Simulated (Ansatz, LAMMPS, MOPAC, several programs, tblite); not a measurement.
Energy against volume for GaN in the zincblende structure, at fixed shape and fractional coordinates, computed by several methods (PBE and r2SCAN, where shown, with plane waves in Ansatz); the cell shown is that of r2SCAN. The symmetry is F-43m (No. 216, cubic); conventional cell a = 4.498 Å, 11.37 Å³ an atom. Ga is surrounded by 4 N at 1.95 Å; N is surrounded by 4 Ga at 1.95 Å. No spin polarisation and no zero-point or thermal motion. Energies count from each curve's lowest point; fits are third-order Birch-Murnaghan.

```cif
data_structure
_symmetry_space_group_name_H-M 'P 1'
_symmetry_Int_Tables_number 1
_cell_length_a 3.1805
_cell_length_b 3.1805
_cell_length_c 3.1805
_cell_angle_alpha 60.000
_cell_angle_beta 60.000
_cell_angle_gamma 60.000
_cell_volume 22.75
loop_
_atom_site_label
_atom_site_type_symbol
_atom_site_fract_x
_atom_site_fract_y
_atom_site_fract_z
_atom_site_occupancy
Ga1 Ga 0.00000 0.00000 0.00000 1
N1 N 0.25000 0.25000 0.25000 1
```

PM7 (MOPAC), on the shape of the cell shown, as a cluster of 64 atoms at the zone centre:
```tsv
V (Å³/atom)	E (meV/atom)
10.010	226.94
10.692	47.51
11.375	0.00
12.057	47.13
12.740	161.01
```
V₀ = 11.34 Å³ an atom and B₀ = 370 GPa.

GaN.sw (LAMMPS), on the shape of its own relaxed cell:

| V (Å³/atom) | E (meV/atom) |
| --- | --- |
| 10.794 | 28.62 |
| 11.139 | 6.87 |
| 11.483 | 0.00 |
| 11.828 | 6.42 |
| 12.172 | 24.80 |

V₀ = 11.48 Å³ an atom and B₀ = 206 GPa.

**Question.** PBE, on the shape of its own relaxed cell, gives
```tsv
V (Å³/atom)	E (meV/atom)
11.056	25.41
11.409	5.96
11.762	0.00
12.115	5.39
12.468	20.46
```
What equilibrium volume and bulk modulus follow?

**Answer.** V₀ = 11.76 Å³ an atom and B₀ = 172 GPa.

r2SCAN, on the shape of its own relaxed cell:

| V (Å³/atom) | E (meV/atom) |
| --- | --- |
| 10.692 | 28.00 |
| 11.033 | 6.61 |
| 11.375 | 0.00 |
| 11.716 | 5.99 |
| 12.057 | 22.70 |

V₀ = 11.37 Å³ an atom and B₀ = 197 GPa.

**Question.** GFN2-xTB (tblite), on the shape of the cell shown, as a cluster of 64 atoms at the zone centre, gives
```tsv
V (Å³/atom)	E (meV/atom)
10.010	36.17
10.692	0.00
11.375	5.05
12.057	37.82
12.740	90.03
```
What equilibrium volume and bulk modulus follow?

**Answer.** V₀ = 10.93 Å³ an atom and B₀ = 134 GPa.
